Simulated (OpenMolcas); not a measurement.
**Ga²⁺: CASSCF and CASPT2 terms and fine-structure levels**

Wanted: the level scheme of Ga²⁺ from active-space wave functions, then second-order correlation under several settings.

The numbers are computed with OpenMolcas 26.06 (state-averaged CASSCF and CASPT2, spin-orbit coupling by RASSI with atomic mean-field integrals), except any that are marked as measured or tabulated.

### Step 1. What is computed

* Species: Ga²⁺ (gallium, Z = 31, 29 electrons)
* Basis: ANO-RCC-VQZP [7s6p4d2f1g], 68 functions
* Scalar Hamiltonian: DKH4, point nucleus
* Inactive shells: 1s 2s 2p 3s 3p 3d
* Active space: 1 electron in 8 orbitals (4s 4p 5s 5p)
* Some configurations of this space: 4p, 4s
* Orbitals: optimised for the ground-state spin in each parity, averaged over the low roots

Outer shells as boxes (Hund's rule):

4p
```
4p [↑ ][  ][  ]
```

4s
```
4s [↑ ]
```

The work runs as a chain of OpenMolcas steps in one folder; each step below is one input file. Labels, J, g values, rates, χT and fits are worked out afterwards by a script from the matrices that RASSI stores.

### Step 2. One- and two-electron integrals

File a.inp:

```
&GATEWAY
Coord
1

Ga 0.0 0.0 0.0
Basis=ANO-RCC-VQZP
Group=XYZ
NoMove
AngMom=0.0 0.0 0.0
AMFI
&SEWARD
Relativistic=R04O02
```

On the command line:

```console
$ OMP_NUM_THREADS=1 MOLCAS_MEM=2252 MOLCAS_PROJECT=a pymolcas a.inp > a.log
```

Standard output:

```text
Basis set label: GA.ANO-RCC...7S6P4D2F1G.

      Electronic valence basis set:
      ------------------
      Associated Effective Charge  31.000000 au
      Associated Actual Charge     31.000000 au
      Nuclear Model: Point charge

      Shell  nPrim  nBasis  Cartesian Spherical Contaminant
         s      20       7        X
         p      17       6        X
         d      11       4                 X
         f       5       2                 X
         g       2       1                 X
Relativistic=R04O02
                  Relativistic Douglas-Kroll-Hess integrals:
                    - DKH order of Hamiltonian: 4
                    - DKH order of Properties : 2
```

### Step 3. Start orbitals from a smaller active space

File a.inp:

```
&RASSCF
FileOrb=start.orb
Symmetry=1
Spin=2
nActEl=1 0 0
Inactive=8 6
Ras2=1 3
CIRoot=1 1 1
SDav=1
CIMx=300
Iter=120 100
PrWF=0.3
OrbListing=Nothing
MaxOrb=0
Atom
>>> COPY $Project.JobIph JOBPRE
```

Its output is not shown; its orbitals start the next step.

### Step 4. CASSCF: doublets of even parity, 1 root

File a.inp:

```
&RASSCF
FileOrb=start.orb
Symmetry=1
Spin=2
nActEl=1 0 0
Inactive=8 6
Ras2=2 6
CIRoot=1 1 1
SDav=2
CIMx=300
Iter=120 100
PrWF=0.3
OrbListing=Nothing
MaxOrb=0
Atom
>>> COPY $Project.JobIph JOB001
```

On the command line:

```console
$ OMP_NUM_THREADS=1 MOLCAS_MEM=2252 MOLCAS_PROJECT=a pymolcas a.inp > a.log
```

Standard output:

```text
Wave function specifications:
      -----------------------------

      Number of closed shell electrons          28
      Number of electrons in active shells       1
      Max number of holes in RAS1 space          0
      Max nr of electrons in RAS3 space          0
      Number of inactive orbitals               14
      Number of active orbitals                  8
      Number of secondary orbitals              46
      Spin quantum number                      0.5
      State symmetry                             1
Orbital specifications:
      -----------------------

      Symmetry species                           1   2
                                                ag  au
      Frozen orbitals                            0   0
      Inactive orbitals                          8   6
      Active orbitals                            2   6
      RAS1 orbitals                              0   0
      RAS2 orbitals                              2   6
      RAS3 orbitals                              0   0
      Secondary orbitals                        26  20
      Deleted orbitals                           0   0
      Number of basis functions                 36  32
      Number of CSFs                             2
      Number of root(s) required                 1
      Iter CI   SX   CI       RASSCF       Energy    max ROT     max BLB   max BLB  Level Ln srch  Step   QN
          iter iter root      energy       change     param      element    value   shift minimum  type update
 Nr of preliminary CI iterations:   1
 ###############################################################################
 ###############################################################################
 ###                                                                         ###
 ###                                                                         ###
 ###    WARNING: Problems in orbital optimization.                           ###
 ###                                                                         ###
 ###                                                                         ###
 ###############################################################################
 ###############################################################################
  Warning: In symmetry  1, orbital p=  10 has diagonal density matrix element D(p,p) close to zero. D(p,p)=  4.627411E-28
 ###############################################################################
        ...
  Warning: In symmetry  2, orbital p=  10 has diagonal density matrix element D(p,p) close to zero. D(p,p)=  0.000000E+00
  Warning: In symmetry  2, orbital p=  11 has diagonal density matrix element D(p,p) close to zero. D(p,p)=  0.000000E+00
  Warning: In symmetry  2, orbital p=  12 has diagonal density matrix element D(p,p) close to zero. D(p,p)=  0.000000E+00
        4   1    1    1  -941.33663098    4.55E-13   0.00E+00    7  16 1  3.11E-08   0.50   0.00    SX    NO
      Convergence after  4 iterations
        5   1    1    1  -941.33663098   -1.14E-12   0.00E+00    7  16 1  3.11E-08   0.50   0.00    SX    NO
      Natural orbitals and occupation numbers for root  1
      sym 1:   1.000000   0.000000
      sym 2:   0.000000   0.000000   0.000000   0.000000   0.000000   0.000000
::    RASSCF root number  1 Total energy:  -1941.33663098
```

The warning on the orbital optimisation comes with active orbitals that are nearly full or empty in all roots, whose rotations are then almost redundant.

### Step 5. CASSCF: doublets of odd parity, 3 roots

File a.inp:

```
&RASSCF
FileOrb=start.orb
Symmetry=2
Spin=2
nActEl=1 0 0
Inactive=8 6
Ras2=2 6
CIRoot=3 3 1
SDav=6
CIMx=300
Iter=120 100
PrWF=0.3
OrbListing=Nothing
MaxOrb=0
Atom
>>> COPY $Project.JobIph JOB002
```

On the command line:

```console
$ OMP_NUM_THREADS=1 MOLCAS_MEM=2252 MOLCAS_PROJECT=a pymolcas a.inp > a.log
```

Standard output:

```text
Wave function specifications:
      -----------------------------

      Number of closed shell electrons          28
      Number of electrons in active shells       1
      Max number of holes in RAS1 space          0
      Max nr of electrons in RAS3 space          0
      Number of inactive orbitals               14
      Number of active orbitals                  8
      Number of secondary orbitals              46
      Spin quantum number                      0.5
      State symmetry                             2
Orbital specifications:
      -----------------------

      Symmetry species                           1   2
                                                ag  au
      Frozen orbitals                            0   0
      Inactive orbitals                          8   6
      Active orbitals                            2   6
      RAS1 orbitals                              0   0
      RAS2 orbitals                              2   6
      RAS3 orbitals                              0   0
      Secondary orbitals                        26  20
      Deleted orbitals                           0   0
      Number of basis functions                 36  32
      Number of CSFs                             6
      Number of root(s) required                 3
      Iter CI   SX   CI       RASSCF       Energy    max ROT     max BLB   max BLB  Level Ln srch  Step   QN
          iter iter root      energy       change     param      element    value   shift minimum  type update
 Nr of preliminary CI iterations:   1
 ###############################################################################
 ###############################################################################
 ###                                                                         ###
 ###                                                                         ###
 ###    WARNING: Problems in orbital optimization.                           ###
 ###                                                                         ###
 ###                                                                         ###
 ###############################################################################
 ###############################################################################
  Warning: In symmetry  1, orbital p=   9 has diagonal density matrix element D(p,p) close to zero. D(p,p)=  0.000000E+00
  Warning: In symmetry  1, orbital p=  10 has diagonal density matrix element D(p,p) close to zero. D(p,p)=  0.000000E+00
        ...
  Warning: In symmetry  2, orbital p=  10 has diagonal density matrix element D(p,p) close to zero. D(p,p)=  7.940399E-15
  Warning: In symmetry  2, orbital p=  11 has diagonal density matrix element D(p,p) close to zero. D(p,p)=  7.940536E-15
  Warning: In symmetry  2, orbital p=  12 has diagonal density matrix element D(p,p) close to zero. D(p,p)=  7.940516E-15
        4   1    2    0  -941.04671368   -9.09E-13   2.60E-08    5  26 1  3.77E-07   0.50   0.00    SX    NO
      Convergence after  4 iterations
        5   1    2    0  -941.04671368   -2.73E-12   2.60E-08    5  16 1 -2.07E-07   0.50   0.00    SX    NO
      Natural orbitals and occupation numbers for root  1
      sym 1:   0.000000   0.000000
      sym 2:   1.000000   0.000000   0.000000   0.000000   0.000000   0.000000
      Natural orbitals and occupation numbers for root  2
      sym 1:   0.000000   0.000000
      sym 2:  -0.000000   0.000000   1.000000   0.000000   0.000000   0.000000
      Natural orbitals and occupation numbers for root  3
      sym 1:   0.000000   0.000000
      sym 2:   0.000000   1.000000  -0.000000   0.000000   0.000000   0.000000
::    RASSCF root number  1 Total energy:  -1941.04671368
::    RASSCF root number  2 Total energy:  -1941.04671368
::    RASSCF root number  3 Total energy:  -1941.04671368
```

The warning on the orbital optimisation comes with active orbitals that are nearly full or empty in all roots, whose rotations are then almost redundant.

### Step 6. RASSI: spin-orbit coupling between the states

File a.inp:

```
&RASSI
NrOfJobIphs=2 1 3
1
1 2 3
IphNames
JOB001
JOB002
EJob
SpinOrbit
DIPRint=1.0
SOCoupling=1000.0
Subsets=2
MEES
Property=10
'ANGMOM' 1 'ANGMOM' 2 'ANGMOM' 3 'MLTPL  1' 1 'MLTPL  1' 2 'MLTPL  1' 3
'AMFI' 1 'AMFI' 2 'AMFI' 3 'MLTPL  2' 6
SOProperty=3
'ANGMOM' 1 'ANGMOM' 2 'ANGMOM' 3
```

Standard output:

```text
SPIN-FREE ENERGIES:
  (Shifted by EMIN (a.u.) =      -1941.3366309849)

 SF State       Relative EMIN(au)   Rel lowest level(eV)    D:o, cm**(-1)      L_eff

     1             0.0000000000        0.0000000000              0.0000         0.0
     2             0.2899173065        7.8890518059          63629.4940         1.0
     3             0.2899173065        7.8890518059          63629.4940         1.0
     4             0.2899173065        7.8890518059          63629.4940         1.0
     Dipole printing threshold changed to   1.00000000E+00

++ Dipole transition strengths (spin-free states):
   -----------------------------------------------
     for osc. strength at least  1.00000000E+00

  ( Max oscillator strength is only   0.33146355707008124      )
--
Eigenvalues of complex Hamiltonian:
   -----------------------------------
  (Shifted by EMIN (a.u.) =      -1941.3366309849)

 SO State       Relative EMIN(au)   Rel lowest level(eV)    D:o, cm**(-1)     J-value

     1             0.0000000000        0.0000000000              0.0000         0.4
     2             0.0000000000        0.0000000000              0.0000         0.4
     3             0.2856080288        7.7717903876          62683.7168         0.4
     4             0.2856080288        7.7717903876          62683.7168         0.4
     5             0.2920719453        7.9476825150          64102.3825         1.0
     6             0.2920719453        7.9476825150          64102.3825         1.1
     7             0.2920719453        7.9476825150          64102.3825         1.3
     8             0.2920719453        7.9476825150          64102.3825         1.2
Weights of the five most important spin-orbit-free states for each spin-orbit state.

 SO State  Total energy (au)           Spin-free states, spin, and weights
 -------------------------------------------------------------------------------------------------------
    1         0.000000       1 0.5  1.0000    4 0.5  0.0000    3 0.5  0.0000    2 0.5  0.0000
    2         0.000000       1 0.5  1.0000    4 0.5  0.0000    3 0.5  0.0000    2 0.5  0.0000
    3         0.285608       4 0.5  0.3333    3 0.5  0.3333    2 0.5  0.3333    1 0.5  0.0000
    4         0.285608       4 0.5  0.3333    3 0.5  0.3333    2 0.5  0.3333    1 0.5  0.0000
    5         0.292072       4 0.5  0.6667    2 0.5  0.1672    3 0.5  0.1661    1 0.5  0.0000
    6         0.292072       4 0.5  0.6307    3 0.5  0.2500    2 0.5  0.1194    1 0.5  0.0000
    7         0.292072       3 0.5  0.5000    2 0.5  0.5000    4 0.5  0.0000    1 0.5  0.0000
    8         0.292072       2 0.5  0.5467    3 0.5  0.4172    4 0.5  0.0360    1 0.5  0.0000
 -------------------------------------------------------------------------------------------------------
```

These steps: 26 s of run time, 1 thread of AMD EPYC 7R43 (Zen 3), shared host.

The roots that group into whole terms:

| configuration | term | E (cm-1) |
| --- | --- | --- |
| 4s | 2S | 0.0 |
| 4p | 2P* | 63629 |

Levels with spin-orbit coupling, from the RASSI matrices grouped by J:

| Configuration | Term | J | E (cm-1) | g | Leading % |
| --- | --- | --- | --- | --- | --- |
| 4s | 2S | 1/2 | 0.0 | 2.002 | 100 |
| 4p | 2P* | 1/2 | 62684 | 0.666 | 100 |
| 4p | 2P* | 3/2 | 64102 | 1.334 | 100 |

Transitions at CASSCF energies (vacuum wavelengths; branching counts decays inside the model space alone):

| upper | lower | type | λ (nm) | A (s-1) | branching % |
| --- | --- | --- | --- | --- | --- |
| 4p 2P* 3/2 | 4s 2S 1/2 | E1 | 156 | 9.15e+08 | 100.0 |
| 4p 2P* 1/2 | 4s 2S 1/2 | E1 | 159.5 | 8.56e+08 | 100.0 |
| 4p 2P* 3/2 | 4p 2P* 1/2 | M1 | 7049 | 2.58e-02 | 0.0 |

No electric-quadrupole rates were computed, so the branching of forbidden lines counts M1 decays alone.

### Step 7. CASPT2: IPEA 0.15 (closed shells correlated: 3d), extended multistate

File a.inp:

```
>>> COPY JOB001 $Project.JobIph
&CASPT2
Multistate=1 1
Frozen=3 6
IPEA=0.15
MaxIter=60
WThr=0.0 0.3 0.05
PrWF=0.5
NoMix
>>> COPY JOB002 $Project.JobIph
&CASPT2
XMultistate=3 1 2 3
Frozen=3 6
IPEA=0.15
MaxIter=60
WThr=0.0 0.3 0.05
PrWF=0.5
NoMix
```

On the command line:

```console
$ OMP_NUM_THREADS=1 MOLCAS_MEM=2252 MOLCAS_PROJECT=a pymolcas a.inp > a.log
```

Standard output:

```text
Orbital specifications:
      -----------------------

      Symmetry species                           1   2
                                                ag  au
      Frozen orbitals                            3   6
      Inactive orbitals                          5   0
      Active orbitals                            2   6
      Secondary orbitals                        26  20
      Deleted orbitals                           0   0
      Number of basis functions                 36  32
Type of calculation                        SS-CASPT2
      Fock operator                              state-specific
      IPEA shift                                 0.15
      Real shift                                 0.00
      Imaginary shift                            0.00
      The input orbitals will be transformed to quasi-canonical
Reference energy:       -1941.3366309849
      E2 (Non-variational):      -0.4229428872
      E2 (Variational):          -0.4229428913
      Total energy:           -1941.7595738762
      Residual norm:              0.0000002157
      Reference weight:           0.95828
      Contributions to the CASPT2 correlation energy
      Active & Virtual Only:         -0.0000000000
      One Inactive Excited:          -0.0334454864
      Two Inactive Excited:          -0.3894974008
::    CASPT2 Root  1     Total energy:  -1941.75957388
Orbital specifications:
      -----------------------

      Symmetry species                           1   2
                                                ag  au
      Frozen orbitals                            3   6
      Inactive orbitals                          5   0
      Active orbitals                            2   6
      Secondary orbitals                        26  20
      Deleted orbitals                           0   0
      Number of basis functions                 36  32
Type of calculation                        XMS-CASPT2
      Fock operator                              state-average
      IPEA shift                                 0.15
      Real shift                                 0.00
      Imaginary shift                            0.00
      The input orbitals will be transformed to quasi-canonical
      The input states will be rotated to diagonalize the Fock operator
Reference energy:       -1941.0467136784
      E2 (Non-variational):      -0.4109312919
      E2 (Variational):          -0.4109312884
      Total energy:           -1941.4576449668
      Residual norm:              0.0000006180
      Reference weight:           0.95973
      Contributions to the CASPT2 correlation energy
      Active & Virtual Only:         -0.0000000000
      One Inactive Excited:          -0.0235857355
      Two Inactive Excited:          -0.3873455564
Reference energy:       -1941.0467136784
      E2 (Non-variational):      -0.4109312969
      E2 (Variational):          -0.4109312934
      Total energy:           -1941.4576449718
      Residual norm:              0.0000006180
      Reference weight:           0.95973
      Contributions to the CASPT2 correlation energy
      Active & Virtual Only:         -0.0000000000
      One Inactive Excited:          -0.0235857544
      Two Inactive Excited:          -0.3873455425
::    XMS-CASPT2 Root  1     Total energy:  -1941.45764497
::    XMS-CASPT2 Root  2     Total energy:  -1941.45764497
::    XMS-CASPT2 Root  3     Total energy:  -1941.45764497
```

This run took 3.2 s in all on 1 thread of AMD EPYC 7R43 (Zen 3), shared host.

XMS-CASPT2: lowest energy less the reference's lowest, -0.4229 hartree; reference weights 0.958 to 0.960.

The roots that group into whole terms:

| configuration | term | E (cm-1) | spread (cm-1) |
| --- | --- | --- | --- |
| 4s | 2S | 0.0 | 0 |
| 4p | 2P* | 66270 | 0 |

Levels with spin-orbit coupling, from the RASSI matrix with the averaged CASPT2 term energies on its diagonal:

```
Configuration  Term    J  E (cm-1)      g  Leading %
           4s    2S  1/2       0.0  2.002        100
           4p   2P*  1/2     65320  0.666        100
           4p   2P*  3/2     66740  1.334        100
```

(Part 1 of 2 ends here.)
